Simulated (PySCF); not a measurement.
# [TcO3]-: structure of the singlet

Where does singlet [TcO3]- go from a trigonal pyramidal start, is the end point a minimum, and what are its modes, charges and moments?

Computed with PySCF 2.14.0. Level: PBE0, basis Tc def2-SVPD with ECP28, O def2-SVPD, scalar-relativistic core potentials, no spin–orbit coupling, density fitting.

**1. The starting structure**

4 atoms, charge -1, spin multiplicity 1.

Bond lengths: Tc1–O2 1.770 Å, Tc1–O3 1.770 Å, Tc1–O4 1.770 Å. Angles: O2–Tc1–O3 99.8°, O2–Tc1–O4 99.8°, O3–Tc1–O4 99.7°.

Z-matrix (Å, degrees; charge -1 multiplicity 1):
```
Tc
O  1 1.7700
O  1 1.7700 2 99.75
O  1 1.7700 2 99.75 3 -101.76
```

**2. Finding the electronic state**

The steps below are one call of a driver around PySCF. For each, scf.py gives the equivalent set-up of the SCF; relaxations use the driver's own optimiser. After this first run the driver tries any further starts and a stability analysis.

scf.py

```python
from pyscf import gto, scf, dft
mol = gto.M(atom='''
Tc     0.000000     0.000000     0.000000
O      1.562800     0.000000     0.831000
O     -0.781400     1.353400     0.831000
O     -0.781400    -1.353400     0.831000''',
    basis={'Tc': 'def2-SVPD', 'O': 'def2-SVPD'},
    ecp={'Tc': 'def2-SVPD'},
    charge=-1, spin=0)
mf = dft.RKS(mol, xc='PBE0')
mf.grids.atom_grid = (50, 194)
aux = {'Tc': 'def2-universal-JKFIT', 'O': 'def2-universal-JKFIT'}
mf = mf.density_fit(auxbasis=aux)
mf.conv_tol = 1e-08
mf.diis_space = 10
mf.max_cycle = 60
mf.init_guess = 'minao'
mf.verbose = 4
mf.kernel()
```

On the command line:

```console
OMP_NUM_THREADS=2 python axn.py task.json out
```

The runs that follow: Trigonal pyramidal start, singlet: relaxation; Frequencies.

What does the calculation give? Wanted: minimum; geometry; wavenumbers; dipole moment; highest occupied, lowest empty level; polar-tensor charge of Tc1; zero-point energy.

As calculated:

| quantity | value |
| --- | --- |
| minimum | singlet, D3h |
| geometry | Tc–O 1.704 Å (×3); O–Tc–O 120.0° (×3) |
| wavenumbers (cm⁻¹) | 101 (a2''), 313 (e'), 951 (e'), 968 (a1') |
| dipole moment (centre of mass) | 0.00 D |
| highest occupied, lowest empty level | -1.29, 2.68 eV |
| polar-tensor charge of Tc1 | +1.27 e |
| zero-point energy | 21.5 kJ/mol |
| entropy at 298.15 K | 287.5 J/(mol K) |

The trigonal pyramidal start (C3v) ends in a minimum of D3h symmetry. In the infrared the band at 951 cm⁻¹ (e', stretch) leads. Other starts or spin states, not run here, may lie lower.
